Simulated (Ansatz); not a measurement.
# Cl2FH5OSi (built from SMILES Cl[SiH2]Cl.F.O): a reaction path by the nudged elastic band

Aim: the minimum-energy path between two given structures and its highest point. Both ends were relaxed at PBE0-D4 in triple zeta.

The runs use Ansatz 0.2.0, Gaussian basis; PBE0-D4/def2-SVP.

29 further runs of the same task are left out: 1 that didn't finish, 28 set aside as unsound or not needed.

**1. Starting geometry**

The first end: 10 atoms, charge 0, spin multiplicity 1.

Atoms are counted from 1 here; the program's logs count them from 0.

Bond lengths: Si1–Cl2 2.314 Å, Si1–H3 1.465 Å, Si1–H4 1.467 Å, Si1–Cl5 2.177 Å, Si1–O7 1.802 Å, H6–O7 1.009 Å, O7–H10 0.970 Å, H8–F9 0.974 Å. Angles: Cl2–Si1–H3 88.4°, Cl2–Si1–H4 89.1°, Cl2–Si1–Cl5 170.2°, Cl2–Si1–O7 85.1°, H3–Si1–H4 127.0°, H3–Si1–Cl5 95.6°, H3–Si1–O7 116.4°, H4–Si1–Cl5 95.4°, H4–Si1–O7 116.1°, Cl5–Si1–O7 85.2°, Si1–O7–H6 123.0°, Si1–O7–H10 111.1°, H6–O7–H10 116.1°.

Coordinates:

```csv
atom,x (Å),y (Å),z (Å)
Si1,-0.8939,0.6152,-0.3622
Cl2,-0.7531,-1.6228,-0.9318
H3,-1.0993,0.9218,-1.7805
H4,-1.9233,0.2759,0.6260
Cl5,-0.6715,2.6853,0.2745
H6,1.2076,-0.4600,0.4615
O7,0.8152,0.4255,0.1780
H8,0.7162,-2.1289,0.1527
F9,1.4888,-1.9151,0.7061
H10,1.1134,1.2032,0.6755
```

The second end:

```xyz
10
Cl2FH5OSi
Si   -0.7483    1.0940   -0.2059
Cl   -0.9748   -2.5336   -0.3809
H    -0.5893    0.5706   -1.5701
H    -1.9592    0.6413    0.5025
Cl   -0.8139    3.1395   -0.2535
H     1.5183   -0.6458    0.1882
O     0.6263    0.6284    0.6065
H     0.3074   -2.3478   -0.3193
F     1.9004   -1.4743   -0.0805
H     0.7333    0.9279    1.5128
```

**2. The band at PBE0-D4/def2-SVP**

Contents of neb/in.yaml:

```yaml
crystal:
  periodic: [false, false, false]
  atoms:
    - {symbol: Si, position_ang: [-0.893854, 0.615210, -0.362220]}
    - {symbol: Cl, position_ang: [-0.753134, -1.622823, -0.931791]}
    - {symbol: H, position_ang: [-1.099277, 0.921849, -1.780473]}
    - {symbol: H, position_ang: [-1.923346, 0.275915, 0.626042]}
    - {symbol: Cl, position_ang: [-0.671507, 2.685313, 0.274542]}
    - {symbol: H, position_ang: [1.207650, -0.459978, 0.461505]}
    - {symbol: O, position_ang: [0.815202, 0.425479, 0.177994]}
    - {symbol: H, position_ang: [0.716245, -2.128903, 0.152700]}
    - {symbol: F, position_ang: [1.488842, -1.915080, 0.706108]}
    - {symbol: H, position_ang: [1.113379, 1.203218, 0.675494]}
basis:
  gaussian: {orbitals: def2-SVP}
hamiltonian: {xc: pbe0, dispersion: d4}
neb:
  images: 5
  climbing: true
  max_iterations: 40
  initial_path: idpp
  final_atoms:
    - {symbol: Si, position_ang: [-0.748311, 1.093978, -0.205865]}
    - {symbol: Cl, position_ang: [-0.974759, -2.533636, -0.380868]}
    - {symbol: H, position_ang: [-0.589273, 0.570632, -1.570073]}
    - {symbol: H, position_ang: [-1.959247, 0.641282, 0.502532]}
    - {symbol: Cl, position_ang: [-0.813895, 3.139539, -0.253475]}
    - {symbol: H, position_ang: [1.518263, -0.645836, 0.188166]}
    - {symbol: O, position_ang: [0.626283, 0.628385, 0.606531]}
    - {symbol: H, position_ang: [0.307421, -2.347759, -0.319288]}
    - {symbol: F, position_ang: [1.900401, -1.474273, -0.080545]}
    - {symbol: H, position_ang: [0.733317, 0.927887, 1.512785]}
```

Started as:

```console
> ansatz run in.yaml --threads 8 --pin off --events-out ev --progress --plain --max-ram 19148MiB
```

Q: Predict the outcome of this session. Wanted: from earlier runs: barrier over the separately found saddle, CCSD(T)/def2-TZVPP.

The runs gave:

| quantity | value |
| --- | --- |
| PBE0-D4/def2-SVP, 13 iterations | highest 6.7 kJ/mol (image 2), last end -26.8 kJ/mol |
| from earlier runs: barrier over the separately found saddle, CCSD(T)/def2-TZVPP | 16.0 kJ/mol |

What this shows: The highest image lies 6.7 kJ/mol above the first end, and it climbed, so it estimates the saddle. The ends are not quite minima at this level (largest force component 0.48 eV/Å), so the heights are unreliable: relaxing the first end would lower it and raise the barrier above it. The highest image is 9.3 kJ/mol below the CCSD(T) barrier in triple zeta, which comes from separate runs on the saddle.
